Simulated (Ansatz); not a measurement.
**C2H5AlS: a ladder of functionals and wavefunction methods**

The task here is to estimate one member of a computed series from the others.

Method: functionals in def2-TZVPP, the program's frozen cores in correlated methods; program: Ansatz 0.2.0, Gaussian basis.

Levels to be run: LDA (SPW92), PBE-D4, revPBE-D4, BLYP-D4, r2SCAN-D4, B97M-V, PBE0-D4, B3LYP-D4, r2SCANh-D4, r2SCAN0-D4, HSE06-D4, BHLYP-D4, CAM-B3LYP-D4, LC-ωPBE, ωB97X-V, ωB97M-V, B2PLYP, PBE-QIDH; CCSD(T)/def2-SVP; CCSD(T)/def2-TZVPP; MP2/def2-QZVPP; extrapolation to the limit; RPA on PBE.

## Structure used throughout

An earlier PBE0-D4 in a triple-zeta def2 set relaxation fixed the geometry.

9 atoms, charge 0, spin multiplicity 1.

Atoms are counted from 1 here; the program's logs count them from 0.

Bond lengths: C1–C2 1.340 Å, C1–H5 1.086 Å, C1–H6 1.089 Å, C2–Al3 1.942 Å, C2–S4 1.757 Å, Al3–H7 1.584 Å, Al3–H8 1.587 Å, S4–H9 1.342 Å. Angles: C2–C1–H5 120.3°, C2–C1–H6 123.6°, H5–C1–H6 116.1°, C1–C2–Al3 118.3°, C1–C2–S4 120.0°, Al3–C2–S4 121.6°, C2–Al3–H7 118.1°, C2–Al3–H8 118.7°, H7–Al3–H8 123.3°, C2–S4–H9 97.6°.

Set-up of the first run:

Contents of in.yaml:

```yaml
crystal:
  periodic: [false, false, false]
  atoms:
    - {symbol: C, position_ang: [-0.051968, 1.292425, -0.845419]}
    - {symbol: C, position_ang: [-0.306524, 0.328564, 0.050707]}
    - {symbol: Al, position_ang: [0.856025, -1.226152, 0.087578]}
    - {symbol: S, position_ang: [-1.664976, 0.490081, 1.152987]}
    - {symbol: H, position_ang: [0.786454, 1.196973, -1.528514]}
    - {symbol: H, position_ang: [-0.647630, 2.198371, -0.942270]}
    - {symbol: H, position_ang: [2.057318, -1.282522, -0.943087]}
    - {symbol: H, position_ang: [0.558980, -2.374388, 1.142275]}
    - {symbol: H, position_ang: [-1.499280, -0.669552, 1.808543]}
basis:
  gaussian: {orbitals: def2-TZVPP}
hamiltonian: {xc: lda}
output: {orbitals: {seedname: orbitals}}
```

Launch:

```
$ ansatz run in.yaml --threads 2 --pin off --events-out ev --progress --plain --max-ram 4352MiB
```

Among the steps run: LDA; PBE-D4 (GGA); revPBE-D4 (GGA); BLYP-D4 (GGA); r2SCAN-D4 (meta-GGA); B97M-V (meta-GGA); B3LYP-D4 (hybrid); r2SCANh-D4 (hybrid); r2SCAN0-D4 (hybrid); HSE06-D4 (hybrid); BHLYP-D4 (hybrid); CAM-B3LYP-D4 (range-separated); LC-ωPBE (range-separated); ωB97X-V (range-separated); ωB97M-V (range-separated); B2PLYP (double hybrid); PBE-QIDH (double hybrid).

One table of the session follows, with a row left open; its other results are not shown here.

It belongs to the step «Orbital energies across the functionals». 

```
  functional  HOMO (eV)  LUMO (eV)  gap (eV)
 LDA (SPW92)      -5.67      -2.86      2.82
      PBE-D4      -5.52      -2.61      2.91
   revPBE-D4      -5.46      -2.50      2.96
     BLYP-D4      -5.34      -2.48      2.86
   r2SCAN-D4      -5.71      -2.38      3.33
      B97M-V      -5.77      -2.53      3.24
     PBE0-D4          ?          ?         ?
    B3LYP-D4      -6.34      -2.03      4.31
  r2SCANh-D4      -6.10      -2.10      4.00
  r2SCAN0-D4      -6.69      -1.70      5.00
    HSE06-D4      -6.17      -2.20      3.97
    BHLYP-D4      -7.45      -1.02      6.43
CAM-B3LYP-D4      -7.80      -0.89      6.91
     LC-ωPBE      -9.14       0.19      9.34
     ωB97X-V      -8.79       0.09      8.87
     ωB97M-V      -8.66      -0.15      8.51
```

Estimate the missing values for PBE0-D4.

The run gave: HOMO (eV): -6.56; LUMO (eV): -1.83; gap (eV): 4.73. In the column «HOMO (eV)» it lies between r2SCAN0-D4 (-6.69) and B3LYP-D4 (-6.34).
